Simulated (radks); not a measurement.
**Se⁺ with its nuclear charge varied continuously**

Aim: the energy of 33 electrons in [Ar] 3d10 4s2 4p3 as the nuclear charge moves through non-integer values, and a test of dE/dZ = E(electron-nucleus)/Z.

The numbers are computed with radks (a radial shooting solver on a logarithmic mesh, Libxc functionals) version 1 (non-relativistic Kohn-Sham, SCAN, spin-unpolarised, spherical densities, point nucleus), except any that are marked as measured or tabulated.

**1. The atom as given**

| Property | Result |
| --- | --- |
| element | selenium (Z = 34) |
| charge | +1 |
| electrons | 33 |
| configuration | [Ar] 3d10 4s2 4p3 |

Outer shells as boxes (Hund's rule):

Se⁺
```
[Ar] core
3d [↑↓][↑↓][↑↓][↑↓][↑↓]
4s [↑↓]
4p [↑ ][↑ ][↑ ]
```

**2. Z = 34**

Input:

```text
Z 34
configuration [Ar] 3d10 4s2 4p3
relativity non-relativistic
functional scan,scan
spin unpolarised
nucleus point
```

**3. Z = 33**

Input: that of step 2 with these lines changed.

```diff
@@ -1,2 +1,2 @@
-Z 34
+Z 33
 configuration [Ar] 3d10 4s2 4p3
```

**4. Z = 33.25**

Input: that of step 3 with these lines changed.

```diff
@@ -1,2 +1,2 @@
-Z 33
+Z 33.25
 configuration [Ar] 3d10 4s2 4p3
```

**5. Z = 33.5**

Input: that of step 4 with these lines changed.

```diff
@@ -1,2 +1,2 @@
-Z 33.25
+Z 33.5
 configuration [Ar] 3d10 4s2 4p3
```

**6. Z = 33.75**

Input: that of step 5 with these lines changed.

```diff
@@ -1,2 +1,2 @@
-Z 33.5
+Z 33.75
 configuration [Ar] 3d10 4s2 4p3
```

**7. Z = 34.25**

Input: that of step 6 with these lines changed.

```diff
@@ -1,2 +1,2 @@
-Z 33.75
+Z 34.25
 configuration [Ar] 3d10 4s2 4p3
```

**8. Z = 34.5**

Input: that of step 7 with these lines changed.

```diff
@@ -1,2 +1,2 @@
-Z 34.25
+Z 34.5
 configuration [Ar] 3d10 4s2 4p3
```

**9. Z = 34.75**

Input: that of step 8 with these lines changed.

```diff
@@ -1,2 +1,2 @@
-Z 34.5
+Z 34.75
 configuration [Ar] 3d10 4s2 4p3
```

**10. Z = 35**

Input: that of step 9 with these lines changed.

```diff
@@ -1,2 +1,2 @@
-Z 34.75
+Z 35
 configuration [Ar] 3d10 4s2 4p3
```

Q: Predict the outcome of this session. Wanted: for each run, Z; E; E(electron-nucleus)/Z; highest level; its energy; <r>.

**Answer**, as computed:

```tsv
Z	E (hartree)	E(electron-nucleus)/Z (hartree)	highest level	its energy (eV)	<r> (bohr)
33	-2235.97405	-162.087	4p	-5.370	2.533
33.25	-2276.69786	-163.705	4p	-7.666	2.403
33.5	-2317.82585	-165.319	4p	-10.151	2.293
33.75	-2359.35724	-166.930	4p	-12.812	2.198
34	-2401.29089	-168.539	4p	-15.637	2.114
34.25	-2443.62646	-170.145	4p	-18.621	2.039
34.5	-2486.36331	-171.750	4p	-21.756	1.971
34.75	-2529.50122	-173.353	4p	-25.038	1.910
35	-2573.03940	-174.955	4p	-28.464	1.854
```

**Reading.** At Z = 34 the central difference of E is -168.538 hartree, against -168.539 from the Hellmann-Feynman theorem. The top level goes from -5.370 eV at Z = 33 to -28.464 eV at Z = 35.
